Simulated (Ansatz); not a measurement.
# ClH5OW: the cost of one run

Program: Ansatz 0.2.0. Level of theory: RHF/def2-SVP. These are calculated values, not measurements.

## Step 1: The starting structure

Bond lengths: W1–O2 2.140 Å, O2–H3 1.010 Å, W1–H4 1.920 Å, W1–H5 1.720 Å, W1–H6 1.720 Å, W1–Cl7 2.390 Å, W1–H8 1.720 Å. Angles (14 of 16 angles, heavy atoms first): O2–W1–Cl7 90.0°, W1–O2–H3 84.1°, O2–W1–H4 39.3°, O2–W1–H5 90.0°, O2–W1–H6 116.5°, O2–W1–H8 153.5°, H4–W1–Cl7 90.0°, H5–W1–Cl7 180.0°, H6–W1–Cl7 90.0°, Cl7–W1–H8 90.0°, H4–W1–H5 90.0°, H4–W1–H6 155.7°, H4–W1–H8 114.3°, H5–W1–H6 90.0°.

Structure file:

```xyz
8

W     0.0000    0.0000    0.0000
O     0.9539    0.0000    1.9156
H     0.0444   -0.2814    2.2528
H     1.7505    0.0000    0.7888
H     0.0000    1.7200    0.0000
H    -1.7200    0.0000    0.0000
Cl    0.0000   -2.3900    0.0000
H     0.0000    0.0000   -1.7200
```

## Step 2: Pulling towards end A

Springs on the bonds that form and break draw the guess towards this end; the thresholds are loose.

input.yaml

```yaml
crystal:
  periodic: [false, false, false]
  atoms:
    - { symbol: W, position_ang: [0.0, 0.0, 0.0] }
    - { symbol: O, position_ang: [0.9539, 0.0, 1.9156] }
    - { symbol: H, position_ang: [0.0444, -0.2814, 2.2528] }
    - { symbol: H, position_ang: [1.7505, 0.0, 0.7888] }
    - { symbol: H, position_ang: [0.0, 1.72, 0.0] }
    - { symbol: H, position_ang: [-1.72, 0.0, 0.0] }
    - { symbol: Cl, position_ang: [0.0, -2.39, 0.0] }
    - { symbol: H, position_ang: [0.0, 0.0, -1.72] }
basis:
  gaussian: { orbitals: def2-SVP }
hamiltonian:
  xc: hf
relax:
  f_tol: 0.15
  max_steps: 25
  restrain:
    - { distance: [1, 3], at: 2.21, k: 30.0 }
    - { distance: [0, 1], at: 1.94, k: 30.0 }
    - { distance: [0, 3], at: 1.72, k: 30.0 }
```

Started as:

```
$ ansatz run input.yaml --threads 1 --pin off --max-ram 2048MiB --backend cpu --events-out ev --progress --plain --runs-dir out
```

Q: Estimate wall time and peak memory on 1 thread of Arm Neoverse V2, shared host.

About 39 s, with a peak of 0.19 GiB.
